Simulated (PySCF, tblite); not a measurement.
# GeH9N3Si2, a fragment of a glass network (3-ring): NMR shifts, core binding energies and electronic excitations

What NMR shifts, core binding energies and electronic excitations should one expect for `N1[SiH2][NH][GeH2][NH][SiH2]1`? It is drawn as: Si Ge Si, H ends, N bridges.

Computed with tblite 0.8.0 and PySCF 2.14.0; each step states its level. No surroundings beyond the atoms listed, unless a continuum is named. Atoms count from 0, parts from 1.

## (1) The system as given

15 atoms, charge 0, multiplicity 1; geometry: distance geometry start.

## (2) Relaxing the cluster with GFN2-xTB

Job settings and geometry (Å):

```
{"job": {"kind": "relax", "xc": "GFN2-xTB", "basis": "xTB"}, "charge": 0, "multiplicity": 1}
N      0.406512    -1.939928    -0.705443
Si    -1.322511    -1.388502    -0.703209
N     -1.477864     0.180379     0.214957
Si    -0.849738     0.180831     1.899531
N      0.892157    -0.344792     1.912606
Ge     1.282988    -1.969205     0.985980
H      0.983401    -1.611179    -1.499010
H     -1.780226    -1.225755    -2.030795
H     -2.118135    -2.390021    -0.063560
H     -1.284637     1.002069    -0.345662
H     -1.615800    -0.724107     2.697169
H     -0.952456     1.476138     2.450161
H      1.584061     0.383282     1.858966
H      2.773415    -2.063825     0.771863
H      0.805284    -3.148440     1.789797
```

Method: GFN2-xTB geometry optimisation, gas phase.

The run is started by

```sh
$ OMP_NUM_THREADS=1 python cluster_run.py task.json out
```

This one command runs all jobs of the session in turn.

**Question.** The jobs that follow are: PBE0-D3(BJ)/def2-SVP geometry optimisation, gas phase; GIAO PBE0/pcSseg-1 NMR shielding, non-relativistic, gas phase; delta-SCF UKS SCAN, pcX-2 on the ionised atom, pcseg-1 elsewhere, spin-free X2C; TDDFT CAM-B3LYP/def2-SVPD, vertical, gas phase, core orbitals frozen in the response. Predict: point group; rotational constants (main isotopes); ¹H shifts against TMS (PBE0/pcSseg-1, means over atoms taken as alike); ¹⁵N shifts against NH3 (PBE0/pcSseg-1, means over atoms taken as alike); ²⁹Si shifts against TMS (PBE0/pcSseg-1, means over atoms taken as alike); ⁷³Ge shifts against GeMe4 (PBE0/pcSseg-1); N1s binding energies, SCAN/pcX-2; Si2p binding energies, SCAN/pcX-2; lowest singlet (CAM-B3LYP/def2-SVPD); brightest single state of those computed; lowest triplet; vertical ionisation energy (ΔSCF).

**Answer**, as computed:

```
                                                                quantity                                   value
                                                             point group                                      Cs
                                    rotational constants (main isotopes)                    1.99, 1.53, 0.94 GHz
  ¹H shifts against TMS (PBE0/pcSseg-1, means over atoms taken as alike)  5.53, 5.46, 5.26, 4.88, 0.82, 0.54 ppm
 ¹⁵N shifts against NH3 (PBE0/pcSseg-1, means over atoms taken as alike)                          36.6, 34.4 ppm
²⁹Si shifts against TMS (PBE0/pcSseg-1, means over atoms taken as alike)                               -32.0 ppm
                               ⁷³Ge shifts against GeMe4 (PBE0/pcSseg-1)                                 -61 ppm
                                        N1s binding energies, SCAN/pcX-2                 N2 404.01, N4 403.71 eV
                                       Si2p binding energies, SCAN/pcX-2                           Si3 107.11 eV
                                    lowest singlet (CAM-B3LYP/def2-SVPD)             6.36 eV (195 nm), f = 0.018
                                brightest single state of those computed             state 6, 7.13 eV, f = 0.021
                                                          lowest triplet                                 6.03 eV
                                       vertical ionisation energy (ΔSCF)                                 9.08 eV
```

In words: The start of the PBE0/def2-SVP relaxation was shaken at random by about 0.01 Å, so part of the energy gained, and of the first lengths quoted, undoes that. Over 21 steps the energy fell by 0.439 eV; of the close pairs, Ge5–H13 changed most, 1.494 to 1.539 Å (PBE0/def2-SVP). No frequency check was run at this level, so the end point may be a saddle. At PBE0/pcSseg-1: The largest span, 209 ppm, is at Ge5, where the paramagnetic term is -1365 ppm. At SCAN/pcX-2: N2 (nitrogen bonded to 2 Si, H) binds its N1s electron 0.30 eV more tightly than N4 (nitrogen bonded to Ge, Si, H). The first singlet state (HOMO→LUMO 0.46, HOMO→LUMO+2 0.26) lies at 6.36 eV and is weak; of the 6 states computed, the strongest absorption comes from states 2 to 4 together at 6.46 eV. The lowest triplet lies 0.33 eV below the lowest singlet (triplets in Tamm-Dancoff, singlets in full TDDFT). ΔSCF puts the ionisation energy at 9.08 eV, 0.63 eV above −ε(HOMO). Spin-orbit coupling is left out, which matters for shieldings and couplings at and beside the heavy atoms. A capped cluster stands for the solid here, so long-range fields and strain are missing, and bands or shifts of the capping hydrogens have no counterpart in it.
